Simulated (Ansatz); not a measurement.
# BH₃SiTe (SMILES [SiH2]=B[TeH]): single points off equilibrium

The task here is to estimate one member of a computed series from the others.

The runs use Ansatz 0.2.0, Gaussian basis; single points in def2-TZVPP.

Cores are frozen in the correlated methods. Filled d shells of the heavier atoms are correlated. Core potentials replace the inner electrons past krypton, and spin-orbit coupling is left out. B3LYP uses VWN-RPA correlation.

### Where the work starts

SMILES `[SiH2]=B[TeH]`, 6 atoms, charge 0, spin multiplicity 1.

Atoms are counted from 1 here; the program's logs count them from 0.

Bond lengths: Si1–B2 1.841 Å, Si1–H4 1.548 Å, Si1–H5 1.562 Å, B2–Te3 1.901 Å, Te3–H6 1.750 Å. Angles: B2–Si1–H4 125.3°, B2–Si1–H5 131.2°, H4–Si1–H5 101.8°, Si1–B2–Te3 158.0°, B2–Te3–H6 97.9°.

Geometry (Å):

```mol
BH3SiTe
  3D, bonds by distance, orders not assigned

  6  5  0  0  0  0  0  0  0  0999 V2000
   -0.4303   -0.8293   -0.9646 Si  0  0
    0.2213    0.2578    0.3702 B   0  0
    1.3981    0.8603    1.7360 Te  0  0
   -1.6094   -1.8207   -0.8136 H   0  0
   -0.2626   -0.7665   -2.5159 H   0  0
    0.5797    2.3602    2.1142 H   0  0
  1  2  8  0
  1  4  8  0
  1  5  8  0
  2  3  8  0
  3  6  8  0
M  END
```

The first run:

run/in.yaml

```yaml
crystal:
  periodic: [false, false, false]
  atoms:
    - {symbol: Si, position_ang: [-0.430300, -0.829300, -0.964600]}
    - {symbol: B, position_ang: [0.221300, 0.257800, 0.370200]}
    - {symbol: Te, position_ang: [1.398100, 0.860300, 1.736000]}
    - {symbol: H, position_ang: [-1.609400, -1.820700, -0.813600]}
    - {symbol: H, position_ang: [-0.262600, -0.766500, -2.515900]}
    - {symbol: H, position_ang: [0.579700, 2.360200, 2.114200]}
basis:
  gaussian: {orbitals: def2-TZVPP}
correlation: {method: ccsd_t}
output: {forces: true}
```

No record of the launch command was kept for these runs.

Steps of the session up to this table: CCSD(T)/def2-TZVPP; PBE0-D4/def2-TZVPP; wB97M-V/def2-TZVPP; r2SCAN-D4/def2-TZVPP; PBE-D4/def2-TZVPP; r2SCANh-D4/def2-TZVPP; B3LYP-D4/def2-TZVPP.

One of the session's tables, all rows but one given; the rest of the session is left out.

| method | RMS force component (eV/Å) | angle to CCSD(T) forces (°) | dipole (D) |
| --- | --- | --- | --- |
| CCSD(T) | 1.431 | reference | 1.56 |
| PBE0-D4 | 1.380 | 5.5 | 1.34 |
| wB97M-V | 1.473 | 7.1 | 1.29 |
| r2SCAN-D4 | 1.364 | 5.1 | 1.42 |
| PBE-D4 | 1.325 | 8.1 | 1.51 |
| r2SCANh-D4 | 1.382 | 4.8 | 1.38 |
| B3LYP-D4 | ? | ? | ? |

Estimate the missing values for B3LYP-D4.

As computed: RMS force component (eV/Å): 1.424; angle to CCSD(T) forces (°): 6.3; dipole (D): 1.35. In the column «RMS force component (eV/Å)» it lies between r2SCANh-D4 (1.382) and CCSD(T) (1.431).
